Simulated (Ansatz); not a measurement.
# C2H8FGaS: a ladder of functionals and wavefunction methods

The task here is to estimate one member of a computed series from the others.

Program: Ansatz 0.2.0, Gaussian basis. Level of theory: functionals in def2-TZVPP, the program's frozen cores in correlated methods. These are calculated values, not measurements.

Plan: LDA (SPW92), PBE-D4, revPBE-D4, BLYP-D4, r2SCAN-D4, B97M-V, PBE0-D4, B3LYP-D4, r2SCANh-D4, r2SCAN0-D4, HSE06-D4, BHLYP-D4, CAM-B3LYP-D4, LC-ωPBE, ωB97X-V, ωB97M-V, B2PLYP, PBE-QIDH; CCSD(T)/def2-SVP; CCSD(T)/def2-TZVPP; MP2/def2-QZVPP; extrapolation to the limit; RPA on PBE.

### The geometry

An earlier PBE0-D4 in a triple-zeta def2 set relaxation fixed the geometry.

SMILES `[CH3][Ga-]([CH3])([F])[SH2+]`, 13 atoms, charge 0, spin multiplicity 1.

Atoms are counted from 1 here; the program's logs count them from 0.

Bond lengths: C1–Ga2 1.965 Å, C1–H6 1.092 Å, C1–H7 1.092 Å, C1–H8 1.093 Å, Ga2–C3 1.963 Å, Ga2–F4 1.803 Å, Ga2–S5 2.686 Å, C3–H9 1.093 Å, C3–H10 1.092 Å, C3–H11 1.091 Å, S5–H12 1.346 Å, S5–H13 1.343 Å. Angles: Ga2–C1–H6 111.6°, Ga2–C1–H7 110.6°, Ga2–C1–H8 110.2°, H6–C1–H7 109.0°, H6–C1–H8 107.6°, H7–C1–H8 107.8°, C1–Ga2–C3 131.4°, C1–Ga2–F4 112.5°, C1–Ga2–S5 100.8°, C3–Ga2–F4 112.3°, C3–Ga2–S5 100.1°, F4–Ga2–S5 85.8°, Ga2–C3–H9 110.0°, Ga2–C3–H10 111.6°, Ga2–C3–H11 110.6°, H9–C3–H10 107.8°, H9–C3–H11 107.8°, H10–C3–H11 108.8° and more.

The first run:

The input, in.yaml:

```yaml
crystal:
  periodic: [false, false, false]
  atoms:
    - {symbol: C, position_ang: [-1.393292, -1.194456, 0.562163]}
    - {symbol: Ga, position_ang: [-0.094839, -0.103409, -0.430109]}
    - {symbol: C, position_ang: [1.762766, -0.456431, -0.958212]}
    - {symbol: F, position_ang: [-0.887654, 1.120574, -1.489730]}
    - {symbol: S, position_ang: [0.284108, 1.922114, 1.292459]}
    - {symbol: H, position_ang: [-0.986547, -1.532491, 1.517859]}
    - {symbol: H, position_ang: [-2.308520, -0.628872, 0.746462]}
    - {symbol: H, position_ang: [-1.660406, -2.082318, -0.016452]}
    - {symbol: H, position_ang: [1.790664, -1.212350, -1.747124]}
    - {symbol: H, position_ang: [2.355255, -0.826524, -0.118962]}
    - {symbol: H, position_ang: [2.230512, 0.449537, -1.347400]}
    - {symbol: H, position_ang: [-0.103925, 2.649366, 0.228329]}
    - {symbol: H, position_ang: [-0.967823, 1.860460, 1.775419]}
basis:
  gaussian: {orbitals: def2-TZVPP}
hamiltonian: {xc: lda}
output: {orbitals: {seedname: orbitals}}
```

Started as:

```bash
ansatz run in.yaml --threads 8 --pin off --events-out ev --progress --plain --max-ram 18278MiB
```

Steps of the session up to this table: LDA; PBE-D4 (GGA); revPBE-D4 (GGA); BLYP-D4 (GGA); r2SCAN-D4 (meta-GGA); B97M-V (meta-GGA); B3LYP-D4 (hybrid); r2SCANh-D4 (hybrid); r2SCAN0-D4 (hybrid); HSE06-D4 (hybrid); BHLYP-D4 (hybrid); CAM-B3LYP-D4 (range-separated); LC-ωPBE (range-separated); ωB97X-V (range-separated); ωB97M-V (range-separated); B2PLYP (double hybrid); PBE-QIDH (double hybrid).

One table of the session follows, with a row left open; its other results are not shown here.

It belongs to the step «Frontier levels by functional». 

| functional | HOMO (eV) | gap (eV) |
| --- | --- | --- |
| LDA (SPW92) | -6.45 | 5.07 |
| PBE-D4 | -6.27 | 4.99 |
| revPBE-D4 | -6.20 | 4.98 |
| BLYP-D4 | -6.14 | 4.94 |
| r2SCAN-D4 | -6.54 | 5.55 |
| B97M-V | -6.60 | 5.53 |
| PBE0-D4 | ? | ? |
| B3LYP-D4 | -7.34 | 6.78 |
| r2SCANh-D4 | -7.03 | 6.40 |
| r2SCAN0-D4 | -7.75 | 7.66 |
| HSE06-D4 | -7.17 | 6.51 |
| BHLYP-D4 | -8.74 | 9.40 |
| CAM-B3LYP-D4 | -8.93 | 9.73 |
| LC-ωPBE | -10.30 | 12.39 |
| ωB97X-V | -9.92 | 11.81 |
| ωB97M-V | -9.80 | 11.39 |

**Question.** Estimate the row for PBE0-D4.

As computed: HOMO (eV): -7.57; gap (eV): 7.29. In the column «HOMO (eV)» it lies between r2SCAN0-D4 (-7.75) and B3LYP-D4 (-7.34).
